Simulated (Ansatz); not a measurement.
Ti₃In, space group Fm-3m, a single point

Run with the Ansatz DFT code, driven from Python.

Script `scf.py`:
```python
"""SCF run for Ti3In."""

import warnings

import ansatz
import numpy as np

warnings.simplefilter("ignore", ansatz.DeckWarning)

cell = (
    ansatz.Lattice.fcc(6.642116)
    .space_group(225)
    .atom("Ti", [0.25, 0.25, 0.75])
    .atom("Ti", [0.0, 0.0, 0.0])
    .atom("In", [0.5, 0.0, 0.0])
    .primitive()
)

# functional, basis and sampling
model = (
    cell.calculation()
    .functional(ansatz.Functional.PBESOL)
    .basis(47 * ansatz.Ry, xc_grid=2)
    .accuracy("high")
    .kpoints(4, center="monkhorst-pack")
    .occupations(ansatz.OccupationsMethod.FERMI_DIRAC, width=0.2)
    .mixing("msr1", preconditioner="resta")
    .eigensolver("auto", mixed_precision=False)
    .initial_density(normalization="cell")
    .scf(tolerance=1e-09)
    .forces()
    .band_table()
)
outcome = model.run(threads=1, pin="off")
summary = outcome.report

n_atoms = len(summary["lattice"]["sites"])
print("F =", round(summary["free_energy_ev"], 4), "eV for", n_atoms, "atoms")
print("E(sigma -> 0) =", round(summary["energy_sigma0_ev"], 4), "eV, TS =", round(summary["entropy_ts_ev"], 5), "eV")
print("closed by", summary["closed_by"], "after", summary["n_iterations"], "iterations")

# forces in eV per angstrom
forces = np.array(summary["forces_ev_ang"])
norms = np.linalg.norm(forces, axis=1)
print("largest force {:.4f} eV/A on atom {}".format(norms.max(), norms.argmax()))
print(np.array2string(forces, precision=4, suppress_small=True))

# accept the result only where the loop met its thresholds and nothing is doubted
problems = list(summary["published_state_doubts"])
if not summary["converged"] or summary.get("closed_by") != "deck_thresholds":
    problems.append("loop closed by " + str(summary.get("closed_by")))
print("accepted" if not problems else f"check before use: {problems}")

edges = summary.get("band_edges_ev")
if edges:
    print(f"band edges on the mesh: {edges[0]:.3f} and {edges[1]:.3f} eV, gap {edges[1] - edges[0]:.3f} eV")
else:
    print("no band edges reported (a metal, or a gap too narrow for this smearing); Fermi level", round(summary["fermi_energy_ev"], 3), "eV")

table = np.array(summary["eigenvalues_ev"]) - summary["fermi_energy_ev"]
filling = np.array(summary["occupations"])
weights = np.tile(summary["kweights"], len(table) // len(summary["kweights"]))
print("band   lowest  highest (eV from E_F)  electrons")
for band in range(table.shape[1]):
    if table[:, band].max() > -10:
        print(f"{band + 1:4d} {table[:, band].min():8.3f} {table[:, band].max():8.3f} {weights @ filling[:, band]:18.4f}")
print("electrons counted from the table:", round(float(weights @ filling.sum(axis=1)), 5))
```

Output of `python scf.py`:
```text
F = -12947.7188 eV for 4 atoms
E(sigma -> 0) = -12947.2961 eV, TS = 0.84528 eV
closed by deck_thresholds after 14 iterations
largest force 0.0003 eV/A on atom 1
[[ 0.0002  0.0002  0.0002]
 [-0.0002 -0.0002 -0.0002]
 [-0.     -0.     -0.    ]
 [ 0.      0.      0.    ]]
check before use: ['bands_taken_in']
no band edges reported (a metal, or a gap too narrow for this smearing); Fermi level 13.046 eV
band   lowest  highest (eV from E_F)  electrons
  18   -7.779   -5.805             2.0000
  19   -4.040   -1.992             2.0000
  20   -2.728   -1.740             1.9999
  21   -1.872   -1.304             1.9994
  22   -1.175   -0.470             1.9776
  23   -1.062   -0.394             1.8193
  24   -0.606   -0.072             1.6397
  25   -0.241    0.233             0.9667
  26   -0.048    0.525             0.5436
  27    0.642    1.859             0.0350
  28    0.811    2.042             0.0170
  29    1.151    2.042             0.0018
  30    1.832    2.595             0.0001
  31    2.210    2.622             0.0000
  32    2.438    2.756             0.0000
electrons counted from the table: 49.0
```

What to keep in mind:
- These settings explore the input space; cutoff and mesh may be short of convergence.
- The computed bands are complete only to about 2.4 eV above the Fermi level.
- For a metal this k-point mesh is coarse: on a finer one energies can move by several to tens of meV an atom and pressures by half a GPa or more, differences at one mesh by less.
- Only differences from the Fermi energy are physical; the zero of the scale is a convention.
- The mesh has less symmetry than the crystal, which the program warned of.
- The structure comes from a database of computed cells and needn't be a stable or known phase.
- Gaps and levels are Kohn-Sham values on a finite set of k-points, without spin-orbit coupling.
- The script silences the warnings on its input, which a real study should read.
- It ran for 4.2 s on 1 thread of Arm Neoverse V2, with other jobs on the host, peak memory 0.46 GiB.
